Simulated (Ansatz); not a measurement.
Predict the output of the script below (Ansatz 0.2.0, Python API).

The script, `scf.py`:
```python
"""SCF run for BaPb3."""

from collections import Counter
from pathlib import Path
import itertools

import ansatz as az
from ase import Atoms
import numpy as np
from pymatgen.core import Structure

atoms = Atoms(
    ["Ba", "Pb", "Pb", "Pb"],
    scaled_positions=[
        [0.0, 0.0, 0.0],
        [0.0, 0.5, 0.5],
        [0.5, 0.0, 0.5],
        [0.5, 0.5, 0.0],
    ],
    cell=[
        [5.123779, 0.0, 0.0],
        [0.0, 5.123779, 0.0],
        [0.0, 0.0, 5.123779],
    ],
    pbc=True,
)
system = az.Crystal.from_ase(atoms)

# the calculation
calc = (
    system.calculation()
    .functional("r2scan", dispersion="d3bjatm")
    .basis(56 * az.Ry)
    .accuracy("high")
    .kpoints(3, 3, 3)
    .occupations("gaussian", width=0.01)
    .scf(max_iterations=60, lower_state_search="off")
    .compute(density=True, electron_localization_function=True, output_files={"volumetric_format": "npy"})
)
session = calc.session()
planned = session.plan(threads=1)
res = planned.execute()
summary = res.report

print(f"free energy      {summary['free_energy_ev']:.5f} eV")
print(f"per atom         {summary['free_energy_ev'] / len(res.lattice.sites):.5f} eV")
print(f"SCF iterations   {summary['n_iterations']}  (converged: {summary['converged']})")

# valence electrons inside a sphere about each atom
rho = res.density()
total = sum(channel.density_e_per_ang3 for channel in rho.channels[:2])
grid_cell = np.asarray(rho.fft_grid_basis) @ res.lattice.cell_ang
mesh = np.stack(np.meshgrid(*[np.arange(n) / n for n in rho.dims], indexing="ij"), axis=-1)
for site in res.lattice.sites:
    offset = mesh - site.position_ang @ np.linalg.inv(grid_cell)
    offset -= offset.round()
    distance = np.min([np.linalg.norm((offset + shift) @ grid_cell, axis=-1) for shift in itertools.product((-1, 0, 1), repeat=3)], axis=0)
    inside = [total[distance < radius].sum() * rho.cell_volume_ang3 / total.size for radius in (0.8, 1.0, 1.2)]
    print(site.symbol, "electrons within 0.8, 1.0, 1.2 A:", np.round(inside, 2))

lines = ["| quantity | value |", "|---|---|"]
lines.append(f"| free energy per atom | {summary['free_energy_ev'] / len(res.lattice.sites):.4f} eV |")
lines.append(f"| Fermi level | {summary['fermi_energy_ev']:.3f} eV |")
lines.append(f"| volume per atom | {summary['setup']['cell_volume_ang3'] / len(res.lattice.sites):.3f} A^3 |")
lines.append(f"| valence electrons | {summary['n_electrons']:g} |")
Path("summary.md").write_text("\n".join(lines) + "\n")

final = Structure(res.lattice.cell_ang, [s.symbol for s in res.lattice.sites], [s.position_frac for s in res.lattice.sites])
# first shell of each atom, within 15 % of its shortest distance
shortest = {}
for site, neighbours in zip(final, final.get_all_neighbors(5.0)):
    for other in neighbours:
        pair = "-".join(sorted((site.specie.symbol, other.specie.symbol)))
        shortest[pair] = min(shortest.get(pair, 9e9), other.nn_distance)
for pair, distance in sorted(shortest.items(), key=lambda item: item[1]):
    print(f"shortest {pair:6s} {distance:.4f} A")

# ELF is 0.5 in a uniform gas and nears 1 where pairs localise
folder = Path(res.write_results("elf"))
elf = np.load(folder / "elf.npy")
peak = np.unravel_index(elf.argmax(), elf.shape)
print(f"largest ELF {elf.max():.3f} at grid fractions", np.round(np.array(peak) / elf.shape, 3))
for level in (0.2, 0.5, 0.7, 0.8, 0.9):
    print(f"share of the cell with ELF over {level}: {np.mean(elf > level):.3f}")
```

`python scf.py` gives:
```text
free energy      -41729.66213 eV
per atom         -10432.41553 eV
SCF iterations   7  (converged: True)
Ba electrons within 0.8, 1.0, 1.2 A: [2.62 4.71 6.32]
Pb electrons within 0.8, 1.0, 1.2 A: [ 7.58  9.61 10.96]
Pb electrons within 0.8, 1.0, 1.2 A: [ 7.58  9.61 10.96]
Pb electrons within 0.8, 1.0, 1.2 A: [ 7.58  9.61 10.96]
shortest Ba-Pb  3.6231 A
shortest Pb-Pb  3.6231 A
largest ELF 0.873 at grid fractions [0.093 0.907 0.889]
share of the cell with ELF over 0.2: 0.717
share of the cell with ELF over 0.5: 0.064
share of the cell with ELF over 0.7: 0.046
share of the cell with ELF over 0.8: 0.031
share of the cell with ELF over 0.9: 0.000
```

File `summary.md` afterwards:
```text
| quantity | value |
|---|---|
| free energy per atom | -10432.4155 eV |
| Fermi level | 10.474 eV |
| volume per atom | 33.629 A^3 |
| valence electrons | 52 |
```

Reading the output:
- These settings explore the input space; cutoff and mesh may be short of convergence.
- Dispersion corrections can be off by several per cent in the lattices of metals, and by several GPa in the pressure at a fixed cell.
- For a metal this k-point mesh is coarse: on a finer one energies can move by several to tens of meV an atom and pressures by half a GPa or more, differences at one mesh by less.
- Spin-orbit coupling, which matters for elements this heavy, is left out.
- The fields are valence quantities on the plane-wave grid; their values near the nuclei depend on the potentials.
- This cell is a computed structure, which may not be the phase found in nature.
- Timing: 11 s on 1 thread of Arm Neoverse V1 (shared host), peak memory 0.98 GiB.
